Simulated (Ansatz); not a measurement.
# C₂H₇NZn: up Jacob's ladder to CCSD(T)

Aim: compute C₂H₇NZn with functionals from several rungs and with coupled cluster. The yardstick is the atomisation energy at the CCSD(T) limit.

Method: functionals in def2-TZVPP, the program's frozen cores in correlated methods; program: Ansatz 0.2.0, Gaussian basis.

Levels to be run: LDA (SPW92), PBE-D4, revPBE-D4, BLYP-D4, r2SCAN-D4, B97M-V, PBE0-D4, B3LYP-D4, r2SCANh-D4, r2SCAN0-D4, HSE06-D4, BHLYP-D4, CAM-B3LYP-D4, LC-ωPBE, ωB97X-V, ωB97M-V, B2PLYP, PBE-QIDH; CCSD(T)/def2-SVP; CCSD(T)/def2-TZVPP; MP2/def2-QZVPP; extrapolation to the limit; RPA on PBE.

## (1) The geometry

The geometry comes from an earlier relaxation with PBE0-D4 in a triple-zeta def2 set; it is a stationary point, not always the lowest conformer.

SMILES `NC[CH2][ZnH]`, 11 atoms, charge 0, spin multiplicity 1.

Atoms are counted from 1 here; the program's logs count them from 0.

Bond lengths: N1–C2 1.477 Å, N1–H5 1.013 Å, N1–H6 1.014 Å, C2–C3 1.520 Å, C2–H7 1.099 Å, C2–H8 1.093 Å, C3–Zn4 1.985 Å, C3–H9 1.096 Å, C3–H10 1.091 Å, Zn4–H11 1.551 Å. Angles: C2–N1–H5 112.6°, C2–N1–H6 110.2°, H5–N1–H6 106.7°, N1–C2–C3 107.5°, N1–C2–H7 111.9°, N1–C2–H8 106.7°, C3–C2–H7 114.0°, C3–C2–H8 109.8°, H7–C2–H8 106.7°, C2–C3–Zn4 98.6°, C2–C3–H9 111.2°, C2–C3–H10 112.6°, Zn4–C3–H9 110.5°, Zn4–C3–H10 117.0°, H9–C3–H10 106.9°, C3–Zn4–H11 174.1°.

## (2) LDA

This LDA is Slater exchange with PW92 correlation.

in.yaml

```yaml
crystal:
  periodic: [false, false, false]
  atoms:
    - {symbol: N, position_ang: [-1.119544, 0.510198, -0.226213]}
    - {symbol: C, position_ang: [0.329443, 0.757183, -0.372701]}
    - {symbol: C, position_ang: [1.056952, -0.305727, 0.434365]}
    - {symbol: Zn, position_ang: [-0.277131, -1.766006, 0.270318]}
    - {symbol: H, position_ang: [-1.668338, 0.981178, -0.936199]}
    - {symbol: H, position_ang: [-1.445036, 0.855421, 0.670076]}
    - {symbol: H, position_ang: [0.599300, 1.787626, -0.100577]}
    - {symbol: H, position_ang: [0.563210, 0.640514, -1.434415]}
    - {symbol: H, position_ang: [1.166141, -0.001943, 1.481410]}
    - {symbol: H, position_ang: [2.060897, -0.506402, 0.056042]}
    - {symbol: H, position_ang: [-1.200692, -3.009044, 0.178395]}
basis:
  gaussian: {orbitals: def2-TZVPP}
hamiltonian: {xc: lda}
output: {orbitals: {seedname: orbitals}}
```

After this run come: PBE-D4 (GGA); revPBE-D4 (GGA); BLYP-D4 (GGA); r2SCAN-D4 (meta-GGA); B97M-V (meta-GGA); PBE0-D4 (hybrid); B3LYP-D4 (hybrid); r2SCANh-D4 (hybrid); r2SCAN0-D4 (hybrid); HSE06-D4 (hybrid); BHLYP-D4 (hybrid); CAM-B3LYP-D4 (range-separated); LC-ωPBE (range-separated); ωB97X-V (range-separated); ωB97M-V (range-separated); B2PLYP (double hybrid); PBE-QIDH (double hybrid); CCSD(T) in def2-SVP; CCSD(T) in def2-TZVPP; MP2 in def2-QZVPP; RPA on PBE orbitals.

Before running them: what should the planned runs give, taken together? Wanted: atomisation energy, CCSD(T)/CBS; farthest beyond LDA; mean size of error, GGA; mean size of error, meta-GGA; mean size of error, hybrid; mean size of error, range-separated; mean size of error, double hybrid; gap, smallest and largest; T1 diagnostic.

As calculated:

| quantity | value |
| --- | --- |
| atomisation energy, CCSD(T)/CBS | 3628.3 kJ/mol |
| functionals within 18.1 kJ/mol (0.5 %) | revPBE-D4, BLYP-D4, r2SCAN-D4, B97M-V, B3LYP-D4, r2SCANh-D4, PBE-QIDH |
| farthest beyond LDA | BHLYP-D4 (-94.8 kJ/mol) |
| mean size of error, GGA | 34.1 kJ/mol |
| mean size of error, meta-GGA | 6.9 kJ/mol |
| mean size of error, hybrid | 28.4 kJ/mol |
| mean size of error, range-separated | 25.3 kJ/mol |
| mean size of error, double hybrid | 24.0 kJ/mol |
| gap, smallest and largest | 4.78 eV (BLYP-D4), 11.20 eV (LC-ωPBE) |
| T1 diagnostic | 0.0130 |
| triples share of the correlation energy | 3.5 % |

LDA overbinds by 538.4 kJ/mol (15 %). PBE-D4 misses by +70.4 kJ/mol. Double hybrids carry the basis error of their MP2 part in triple zeta, and no dispersion term here, so their miss is partly the set-up's. Taken by rung, meta-GGA functionals do best (6.9 kJ/mol on average) and GGA ones worst beyond LDA (34.1 kJ/mol). Misses under about 18.1 kJ/mol are within the doubt on the reference itself, which lacks core-valence correlation, relativity and higher excitations. Hartree-Fock recovers 71 % of the binding; the rest is correlation. CCSD(T) in def2-SVP is off by -180.9 kJ/mol, which most functionals beat. The gap grows from 4.8 to 11.2 eV across the functionals, mostly with the share of exact exchange. For Zn the d shell is correlated and the shells below it are frozen.
